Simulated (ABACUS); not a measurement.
# Bi2Te3 (Tellurobismuthite) (R-3m) in ABACUS: a series of runs

The runs below take Bi2Te3 (Tellurobismuthite) through equation of state, with PBE.

Everything below comes from runs of ABACUS 3.10.1. Logs are shortened: lines on timing, memory, paths and dates and some standing lists are left out, and cuts for length are marked.

## 1. The structure

It takes space group R-3m (No. 166, trigonal). Conventional cell: a = 4.386 Å, b = 4.386 Å, c = 30.497 Å, α = 90.00°, β = 90.00°, γ = 120.00°. Bi (site symmetry 3m) has 6 Te at 3.07 to 3.25 Å as nearest neighbours. Te (site symmetry 3m) has 3 Bi at 3.07 Å as nearest neighbours. Around Te (site symmetry -3m) lie 6 Bi at 3.25 Å.

## 2. Equation of state, PBE, 31.84 Å³/atom (volume scaled by 0.94)

INPUT

```
INPUT_PARAMETERS
suffix              Bi2Te3
calculation         scf
basis_type          lcao
pseudo_dir          ./
orbital_dir         ./
symmetry            1
dft_functional      pbe
ecutwfc             100
pseudo_rcut         7
nspin               1
nbands              45
ks_solver           genelpa
smearing_method     fd
smearing_sigma      0.00367493
scf_thr             1e-07
scf_nmax            100
mixing_type         broyden
mixing_beta         0.7
cal_force           1
cal_stress          1
out_mul             1
```

STRU

```
ATOMIC_SPECIES
Bi 208.9804 Bi.upf
Te 127.6000 Te.upf

NUMERICAL_ORBITAL
Bi_confined-atom_8au_1s1p1d.orb
Te_confined-atom_8au_1s1p1d.orb

LATTICE_CONSTANT
1.8897261246

LATTICE_VECTORS
2.1482323364 1.2402825177 9.9581458525
-2.1482323364 1.2402825177 9.9581458525
0.0000000000 -2.4805650355 9.9581458525

ATOMIC_POSITIONS
Direct

Bi
0.0
2
0.6000000000 0.6000000000 0.6000000000 1 1 1
0.4000000000 0.4000000000 0.4000000000 1 1 1

Te
0.0
3
0.7905000000 0.7905000000 0.7905000000 1 1 1
0.2095000000 0.2095000000 0.2095000000 1 1 1
0.0000000000 0.0000000000 0.0000000000 1 1 1
```

KPT

```
K_POINTS
0
Gamma
5 5 5 0 0 0
```

Potentials or basis: PseudoDojo NC SR 0.4.1 PBE standard, SZ LCAO (the cutoffs set its grid).

Started as:

```bash
$ OMP_NUM_THREADS=1 mpirun -np 4 abacus > log
```

running log:

```text
ABACUS v3.10.1

               Atomic-orbital Based Ab-initio Computation at UStc

 ------------------------------------------------------------------------------------

 READING GENERAL INFORMATION
                           global_out_dir = OUT.Bi2Te3/
                           global_in_card = INPUT
                               pseudo_dir = ./
                              orbital_dir = ./
                                    DSIZE = 4
                                    GSIZE = 1

 READING UNITCELL INFORMATION
                                    ntype = 2
                  lattice constant (Bohr) = 1.88973
              lattice constant (Angstrom) = 1

 READING ATOM TYPE 1
                               atom label = Bi
                      L=0, number of zeta = 1
                      L=1, number of zeta = 1
                      L=2, number of zeta = 1
             number of atom for this type = 2

 READING ATOM TYPE 2
                               atom label = Te
                      L=0, number of zeta = 1
                      L=1, number of zeta = 1
                      L=2, number of zeta = 1
             number of atom for this type = 3

                        TOTAL ATOM NUMBER = 5
DIRECT COORDINATES
    atom                   x                   y                   z     mag                  vx                  vy                  vz
taud_Bi1            0.6000000000        0.6000000000        0.6000000000  0.0000        0.0000000000        0.0000000000        0.0000000000
taud_Bi2            0.4000000000        0.4000000000        0.4000000000  0.0000        0.0000000000        0.0000000000        0.0000000000
taud_Te1            0.7905000000        0.7905000000        0.7905000000  0.0000        0.0000000000        0.0000000000        0.0000000000
taud_Te2            0.2095000000        0.2095000000        0.2095000000  0.0000        0.0000000000        0.0000000000        0.0000000000
taud_Te3            0.0000000000        0.0000000000        0.0000000000  0.0000        0.0000000000        0.0000000000        0.0000000000

                          Volume (Bohr^3) = 1074.31
                             Volume (A^3) = 159.196

 Lattice vectors: (Cartesian coordinate: in unit of a_0)
             +2.14823            +1.24028            +9.95815
             -2.14823            +1.24028            +9.95815
                   +0            -2.48057            +9.95815
 Reciprocal vectors: (Cartesian coordinate: in unit of 2 pi/a_0)
            +0.232749           +0.134378          +0.0334734
            -0.232749           +0.134378          +0.0334734
                   +0           -0.268756          +0.0334734
 The esolver type has been set to : ksdft_lcao

                PAO radial cut off (Bohr) = 7

 Read in pseudopotential file is Bi.upf
                     pseudopotential type = NC
          exchange-correlation functional = PBE
                 nonlocal core correction = 1
                        valence electrons = 15
                                     lmax = 2
                           number of zeta = 3
[... 7 lines left out ...]
                PAO radial cut off (Bohr) = 7

 Read in pseudopotential file is Te.upf
                     pseudopotential type = NC
          exchange-correlation functional = PBE
                 nonlocal core correction = 1
                        valence electrons = 16
                                     lmax = 2
                           number of zeta = 3
[... 5 lines left out ...]
                           L of projector = 2
                           L of projector = 2
     initial pseudo atomic orbital number = 45

 SETUP THE ELECTRONS NUMBER
            electron number of element Bi = 15
      total electron number of element Bi = 30
            electron number of element Te = 16
      total electron number of element Te = 48
            AUTOSET number of electrons:  = 78
                           occupied bands = 39
                                   NLOCAL = 45
                                   NBANDS = 45
                                   NBANDS = 45
                                   NLOCAL = 45

%%%%%%%%%%%%%%%%%%%%%%%%%%%%%%%%%%%%%%%%%%%%%%%%%%%%%%%%%%%%%%%%%%%%%%%%%%%%%%%%%%%%%%%%%%%%%%%%%%%%%%%%%%
 Warning: the number of valence electrons in pseudopotential > 5 for Bi: [Xe] 4f14 5d10 6s2 6p3
 Warning: the number of valence electrons in pseudopotential > 6 for Te: [Kr] 4d10 5s2 5p4
 Pseudopotentials with additional electrons can yield (more) accurate outcomes, but may be less efficient.
 If you're confident that your chosen pseudopotential is appropriate, you can safely ignore this warning.
%%%%%%%%%%%%%%%%%%%%%%%%%%%%%%%%%%%%%%%%%%%%%%%%%%%%%%%%%%%%%%%%%%%%%%%%%%%%%%%%%%%%%%%%%%%%%%%%%%%%%%%%%%

 SETUP THE PLANE WAVE BASIS
 energy cutoff for charge/potential (unit:Ry) = 400
            fft grid for charge/potential = [ 125, 125, 125 ]
                        fft grid division = [ 5, 5, 5 ]
        big fft grid for charge/potential = [ 25, 25, 25 ]
                                     nbxx = 4375
                                     nrxx = 546875

 SETUP PLANE WAVES FOR CHARGE/POTENTIAL
                    number of plane waves = 145145
                         number of sticks = 4893

 PARALLEL PW FOR CHARGE/POTENTIAL
     PROC   COLUMNS(POT)             PW
        1           1223          36286
        2           1223          36287
        3           1223          36286
        4           1224          36286
 --------------- sum -------------------
        4           4893         145145
                            number of |g| = 9613
                                  max |g| = 36.1796
                                  min |g| = 0.0100842

----------- Double Check Mixing Parameters Begin ------------
mixing_type: broyden
[... 40 lines left out ...]
                              POINT GROUP = D_3d
                                       C2 = 3
                                       C3 = 2
                                       C4 = 0
                                       C6 = 0
                                       S1 = 3
                                       S3 = 0
                                       S4 = 0
                                       S6 = 2
               POINT GROUP IN SPACE GROUP = D_3d

 SETUP K-POINTS
                                    nspin = 1
                   Input type of k points = Monkhorst-Pack(Gamma)
                                   nkstot = 125
                       right hand lattice = 1
(for reciprocal lattice: )
                             BRAVAIS TYPE = 7
                     BRAVAIS LATTICE NAME = 07. Rhombohedral (Trigonal) cell
                                    ibrav = 7
                       right hand lattice = 1
(for k-lattice: )
                             BRAVAIS TYPE = 7
                     BRAVAIS LATTICE NAME = 07. Rhombohedral (Trigonal) cell
                                    ibrav = 7
                       right hand lattice = 1
                        ROTATION MATRICES = 12
                               nkstot_ibz = 19
K-POINTS REDUCTION ACCORDING TO SYMMETRY
     IBZ    DIRECT_X    DIRECT_Y    DIRECT_Z  WEIGHT  ibz2bz
       1  0.00000000  0.00000000  0.00000000  0.0080       0
       2  0.20000000  0.00000000  0.00000000  0.0480       1
       3  0.40000000  0.00000000  0.00000000  0.0480       2
       4  0.20000000  0.20000000  0.00000000  0.0480       6
       5  0.40000000  0.20000000  0.00000000  0.0960       7
       6 -0.20000000  0.40000000  0.00000000  0.0960       8
[... 11 lines left out ...]
      18  0.40000000  0.40000000  0.40000000  0.0160      62
      19 -0.40000000  0.40000000  0.40000000  0.0480      63

                               nkstot now = 19
[... K-POINTS DIRECT COORDINATES: 19 rows ...]

           k-point number in this process = 19
       minimum distributed K point number = 19
[... stars of the k points ...]

[... K-POINTS CARTESIAN COORDINATES: 19 rows ...]

[... K-POINTS DIRECT COORDINATES: 19 rows ...]

 SETUP PLANE WAVES FOR WAVE FUNCTIONS
     energy cutoff for wavefunc (unit:Ry) = 100
              fft grid for wave functions = [ 125, 125, 125 ]
                    number of plane waves = 22301
                         number of sticks = 1405

 PARALLEL PW FOR WAVE FUNCTIONS
     PROC   COLUMNS(POT)             PW
        1            351           5575
        2            351           5575
        3            352           5576
        4            351           5575
 --------------- sum -------------------
        4           1405          22301

 SET NONLOCAL PSEUDOPOTENTIAL PROJECTORS
 SET NONLOCAL PSEUDOPOTENTIAL PROJECTORS
 max number of nonlocal projetors among all species is 6

 -------------------------------------------
 SELF-CONSISTENT
 -------------------------------------------

 SETUP SEARCHING RADIUS FOR PROGRAM TO SEARCH ADJACENT ATOMS
                  longest orb rcut (Bohr) = 8
   longest nonlocal projector rcut (Bohr) = 2.54
                     search radius (Bohr) = 21.1
              searching radius is (Bohr)) = 21.1
         searching radius unit is (Bohr)) = 1.89
                         PeriodicBoundary = 1
                        Radius(unit:lat0) = 11.2
                                   glayer = [ 5, 5, 5 ]
                             glayer_minus = [ 4, 4, 4 ]

Find the coordinate range of the input atom(unit:lat0).
                                  min_tau = [ -17.2, -19.8, -119 ]
                                  max_tau = [ 17.2, 19.8, 143 ]
                                BoxNumber = [ 9, 9, 9 ]

 SETUP EXTENDED REAL SPACE GRID FOR GRID INTEGRATION
                          real space grid = [ 125, 125, 125 ]
                 big cell numbers in grid = [ 25, 25, 25 ]
             meshcell numbers in big cell = [ 5, 5, 5 ]
                        extended fft grid = [ 29, 29, 29 ]
                dimension of extened grid = [ 84, 84, 84 ]
                            UnitCellTotal = 125
              Atom number in sub-FFT-grid = 5
    Local orbitals number in sub-FFT-grid = 45
                                ParaV.nnr = 11887
                                 init_chg = atomic

 LCAO ALGORITHM --------------- ION=   1  ELEC=   1--------------------------------

 Density error is 0.0322540508744
----------------------------------------------------------
     Energy           Rydberg                 eV
----------------------------------------------------------
 E_KohnSham     -957.1592623642      -13022.8198616300
 E_Harris       -955.8059149296      -13004.4066251463
 E_Fermi        0.8184901641         11.1361299893
----------------------------------------------------------
[... 91 lines left out ...]
 Density error is 9.3450341032e-08
----------------------------------------------------------
     Energy           Rydberg                 eV
----------------------------------------------------------
 E_KohnSham     -957.2041584853      -13023.4307046946
 E_KS(sigma->0) -957.2041311145      -13023.4303322963
 E_Harris       -957.2041616549      -13023.4307478195
 E_band         -64.9301648570       -883.4202141340
 E_one_elec     -373.9569866214      -5087.9458249608
 E_Hartree      224.9855842055       3061.0859130542
 E_xc           -234.8493356223      -3195.2891359770
 E_Ewald        -573.3833657056      -7801.2809120144
 E_entropy(-TS) -0.0000547415        -0.0007447966
 E_descf        0.0000000000         0.0000000000
 E_exx          0.0000000000         0.0000000000
 E_Fermi        0.8269757289         11.2515820201
----------------------------------------------------------

 charge density convergence is achieved
 final etot is -13023.430705 eV
 EFERMI = 11.25158202 eV

 STATE ENERGY(eV) AND OCCUPATIONS    NSPIN == 1
 1/19 kpoint (Cartesian) = 0.0000 0.0000 0.0000 (4544 pws)
       1       -25.8405      0.0160000
       2       -25.8405      0.0160000
       3       -25.8306      0.0160000
       4       -25.8306      0.0160000
       5       -25.8235      0.0160000
       6       -25.8234      0.0160000
[... 272 lines left out ...]
      44        14.5946    1.76217e-30
      45        15.1672    1.87324e-35

[... levels at 13 further k points ...]

 correction force for each atom along direction 1 is 1.95818e-14
 correction force for each atom along direction 2 is -1.16429e-14
 correction force for each atom along direction 3 is -2.79274e-14
------------------------------------------------------------------------------------------
 TOTAL-FORCE (eV/Angstrom)
------------------------------------------------------------------------------------------
                       Bi1         0.0000000000         0.0000000000         0.6770808753
                       Bi2         0.0000000000         0.0000000000        -0.6770808753
                       Te1         0.0000000000         0.0000000000         1.3768292636
                       Te2         0.0000000000         0.0000000000        -1.3768292636
                       Te3         0.0000000000         0.0000000000         0.0000000000
------------------------------------------------------------------------------------------

----------------------------------------------------------------
 TOTAL-STRESS (KBAR)
----------------------------------------------------------------
       124.8573078346        -0.0000000000        -0.0000000000
         0.0000000000       124.8573078284         0.0000000004
        -0.0000000000         0.0000000004       126.0484913974
----------------------------------------------------------------
 TOTAL-PRESSURE: 125.254369 KBAR

 --------------------------------------------
 !FINAL_ETOT_IS -13023.4307046946087212 eV
 --------------------------------------------
```

Wall time 14 s (4 MPI ranks of AMD EPYC 9R45 (Zen 5), shared host); peak memory 1.1 GiB.

These settings aren't checked as converged: the numbers below hold their error.

Results:

| Quantity | Value |
| --- | --- |
| Free energy | -13023.4307 eV |
| Pressure | 12.5 GPa |
| Largest force | 1.377 eV/Å |
| Band gap on the k mesh | 0.20 eV, direct |
| Mulliken charges | Bi +0.26; Te -0.12, -0.28 e |

Caveat: the atomic orbitals were generated for these runs and aren't a published set; Mulliken charges move with the basis; spin-orbit coupling is left out, which as a rule narrows the gap of such compounds by several tenths of an eV; an odd mesh through Γ misses points on the zone boundary, where band edges often lie; the basis of atomic orbitals isn't converged, which shifts pressures, moduli and gaps; forces of over 1 eV/Å show positions far from the minimum, so gaps and moduli don't describe the material at rest.

## 3. Equation of state, PBE, 33.19 Å³/atom (volume scaled by 0.98)

INPUT is that of step 2.

STRU: that of step 2 with these lines changed.

```diff
@@ -12,5 +12,5 @@
 LATTICE_VECTORS
-2.1482323364 1.2402825177 9.9581458525
--2.1482323364 1.2402825177 9.9581458525
-0.0000000000 -2.4805650355 9.9581458525
+2.1782814357 1.2576313732 10.0974386602
+-2.1782814357 1.2576313732 10.0974386602
+0.0000000000 -2.5152627466 10.0974386602
```

KPT is that of step 2.

Potentials or basis: PseudoDojo NC SR 0.4.1 PBE standard, SZ LCAO (the cutoffs set its grid).

Started as:

```bash
$ OMP_NUM_THREADS=1 mpirun -np 4 abacus > log
```

Wall time 14 s (4 MPI ranks of AMD EPYC 9R45 (Zen 5), shared host); peak memory 1 GiB.

These settings aren't checked as converged: the numbers below hold their error.

Results:

| Property | Result |
| --- | --- |
| Free energy | -13023.8784 eV |
| Pressure | 8.8 GPa |
| Largest force | 1.007 eV/Å |
| Band gap on the k mesh | 0.21 eV, direct |
| Mulliken charges | Bi +0.27; Te -0.12, -0.29 e |

Caveat: the atomic orbitals were generated for these runs and aren't a published set; Mulliken charges move with the basis; spin-orbit coupling is left out, which as a rule narrows the gap of such compounds by several tenths of an eV; an odd mesh through Γ misses points on the zone boundary, where band edges often lie; the basis of atomic orbitals isn't converged, which shifts pressures, moduli and gaps; forces of over 1 eV/Å show positions far from the minimum, so gaps and moduli don't describe the material at rest.

## 4. Equation of state, PBE, 34.55 Å³/atom (volume scaled by 1.02)

INPUT is that of step 3.

STRU: that of step 3 with these lines changed.

```diff
@@ -12,5 +12,5 @@
 LATTICE_VECTORS
-2.1782814357 1.2576313732 10.0974386602
--2.1782814357 1.2576313732 10.0974386602
-0.0000000000 -2.5152627466 10.0974386602
+2.2075236021 1.2745143459 10.2329909245
+-2.2075236021 1.2745143459 10.2329909245
+0.0000000000 -2.5490286918 10.2329909245
```

KPT is that of step 3.

Started as:

```bash
$ OMP_NUM_THREADS=1 mpirun -np 4 abacus > log
```

Run time: 14 s. Hardware: 4 MPI ranks of AMD EPYC 9R45 (Zen 5), shared host; peak memory 1 GiB.

These settings aren't checked as converged: the numbers below hold their error.

What came out:

* Free energy: -13024.1831 eV
* Pressure: 5.7 GPa
* Largest force: 0.683 eV/Å
* Band gap on the k mesh: 0.21 eV, direct
* Mulliken charges: Bi +0.27; Te -0.12, -0.30 e

Caveat: the atomic orbitals were generated for these runs and aren't a published set; Mulliken charges move with the basis; spin-orbit coupling is left out, which as a rule narrows the gap of such compounds by several tenths of an eV; an odd mesh through Γ misses points on the zone boundary, where band edges often lie; the basis of atomic orbitals isn't converged, which shifts pressures, moduli and gaps.

## 5. Equation of state, PBE, 35.90 Å³/atom (volume scaled by 1.06)

INPUT is that of step 4.

STRU: that of step 4 with these lines changed.

```diff
@@ -12,5 +12,5 @@
 LATTICE_VECTORS
-2.2075236021 1.2745143459 10.2329909245
--2.2075236021 1.2745143459 10.2329909245
-0.0000000000 -2.5490286918 10.2329909245
+2.2360109196 1.2909615063 10.3650440818
+-2.2360109196 1.2909615063 10.3650440818
+0.0000000000 -2.5819230127 10.3650440818
```

KPT is that of step 4.

Started as:

```bash
$ OMP_NUM_THREADS=1 mpirun -np 4 abacus > log
```

Wall time 16 s (4 MPI ranks of AMD EPYC 9R45 (Zen 5), shared host); peak memory 1.2 GiB.

These settings aren't checked as converged: the numbers below hold their error.

What came out:

* Free energy: -13024.3711 eV
* Pressure: 3.2 GPa
* Largest force: 0.399 eV/Å
* Band gap on the k mesh: 0.22 eV, direct
* Mulliken charges: Bi +0.28; Te -0.13, -0.30 e

Caveat: the atomic orbitals were generated for these runs and aren't a published set; Mulliken charges move with the basis; spin-orbit coupling is left out, which as a rule narrows the gap of such compounds by several tenths of an eV; an odd mesh through Γ misses points on the zone boundary, where band edges often lie; the basis of atomic orbitals isn't converged, which shifts pressures, moduli and gaps.

## 6. Equation of state, PBE

Potentials or basis: PseudoDojo NC SR 0.4.1 PBE standard, SZ LCAO (the cutoffs set its grid).

No new run: the results of the series are fitted here.

The run converged, but some of its settings lie outside the range that counts as converged, so its numbers aren't taken as properties of the crystal.

What came out:

```
Equilibrium volume                        : 38.20 Å³/atom (rough: see the caveat)
Bulk modulus at fixed shape and positions : 45 GPa (rough)
```

Caveat: the atomic orbitals were generated for these runs and aren't a published set; the minimum lies outside the volumes run; the cell was scaled at fixed shape and fractional positions, which overstates the stiffness of a crystal with free parameters, most of all of layers and chains; spin-orbit coupling is left out, which moves the levels of the heavy elements; the basis of atomic orbitals isn't converged, which shifts pressures, moduli and gaps.
